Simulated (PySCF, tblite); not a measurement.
# C8H13PS: geometry, infrared bands and NMR shifts

What infrared bands and NMR shifts should C8H13PS (`Cc1cpc(C(C)(C)C)s1`) show?

The runs use tblite 0.8.0 and PySCF 2.14.0, with density-fitted response routines of our own; the level of theory stands in each step. All values are computed, except where a source is named. Atoms count from 0, in the outputs and in this text.

## Step 1: The molecule as given

23 atoms, charge 0, multiplicity 1; geometry from: force field or distance geometry start.

Bonds of the start (Å): C0–C1 1.51, C1–C2 1.21, C2–P3 1.80, P3–C4 1.71, C4–C5 1.48, C5–C6 1.52, C5–C7 1.51, C5–C8 1.51, C4–S9 1.79, S9–C1 1.92, C0–H10 1.10, C0–H11 1.13, C0–H12 1.10, C2–H13 1.07, C6–H14 1.11, C6–H15 1.12, C6–H16 1.10, C7–H17 1.09, C7–H18 1.12, C7–H19 1.12, C8–H20 1.11, C8–H21 1.12, C8–H22 1.10.

## Step 2: Geometry optimisation with GFN2-xTB

Job settings and geometry (Å):

```
{"job": {"kind": "relax", "xc": "GFN2-xTB", "basis": "xTB"}, "charge": 0, "multiplicity": 1}
C      4.085000     0.064300     0.453700
C      2.788300     0.530200    -0.153000
C      2.363100     1.325400    -0.962400
P      0.571400     1.267400    -1.129800
C     -0.131300     0.099000    -0.093200
C     -1.564300    -0.234800     0.039000
C     -1.983500    -1.333900    -0.925900
C     -2.360500     0.991600    -0.342000
C     -1.800600    -0.676500     1.459600
S      1.378300    -0.495700     0.660900
H      4.798200     0.042500    -0.386000
H      4.026800    -1.002000     0.812800
H      4.350300     0.723800     1.296600
H      2.973100     2.000300    -1.534300
H     -1.791900    -2.297600    -0.417400
H     -3.056900    -1.240200    -1.218100
H     -1.319200    -1.245400    -1.804100
H     -1.903500     1.926600    -0.011400
H     -3.386300     0.956200     0.103300
H     -2.515300     0.987300    -1.446500
H     -2.673300    -0.185200     1.942800
H     -0.911300    -0.417900     2.086800
H     -1.941300    -1.758200     1.578700
```

The run is started by

```sh
$ OMP_NUM_THREADS=1 python probes_run.py task.json out
```

One launch serves the whole session: the jobs run in the order shown.

**Question.** This job is followed by: GFN2-xTB harmonic vibrations, gas phase; GIAO PBE0/pcSseg-1 NMR shielding, non-relativistic, gas phase. Predict these results of the whole session: strongest single infrared mode (GFN2-xTB); zero-point energy (GFN2-xTB); 13C shifts against TMS (PBE0/pcSseg-1, means over atoms taken as alike); 1H shifts against TMS (PBE0/pcSseg-1, means over atoms taken as alike); 31P shifts against H3PO4 (PBE0/pcSseg-1); 33S shifts against CS2 (PBE0/pcSseg-1); surface potential, 1st and 99th percentile.

**Answer**, as computed:

```
                                                               quantity                                      value
                              strongest single infrared mode (GFN2-xTB)                       3037 cm⁻¹, 69 km/mol
                                           zero-point energy (GFN2-xTB)                             118.0 kcal/mol
13C shifts against TMS (PBE0/pcSseg-1, means over atoms taken as alike)  216.9, 161.2, 145.3, 40.5, 37.2, 21.5 ppm
 1H shifts against TMS (PBE0/pcSseg-1, means over atoms taken as alike)                       7.40, 2.84, 1.55 ppm
                               31P shifts against H3PO4 (PBE0/pcSseg-1)                                  209.7 ppm
                                 33S shifts against CS2 (PBE0/pcSseg-1)                                    327 ppm
                                  surface potential, 1st and 99th percentile                         -0.73 V and 0.83 V
```

**Reading.** Over 162 steps the energy fell by 2.616 eV; of the close pairs, C1–S9 changed most, 1.924 to 1.731 Å. All 63 modes are real, so the xTB geometry is a minimum. Unscaled tight-binding wavenumbers are off by several per cent, some by more. Its intensities can rank the bands wrongly. At PBE0/pcSseg-1: The largest span, 485 ppm, is at P3, where the paramagnetic term is -862 ppm. NICS(1)zz of -20 ppm above the planar ring from C1 marks a diatropic (aromatic) ring current. At PBE0/pcSseg-1, counted by nearest atom on the grid, the HOMO lies on P3 31 %; C4 28 %, the LUMO on C4 30 %; P3 28 %.
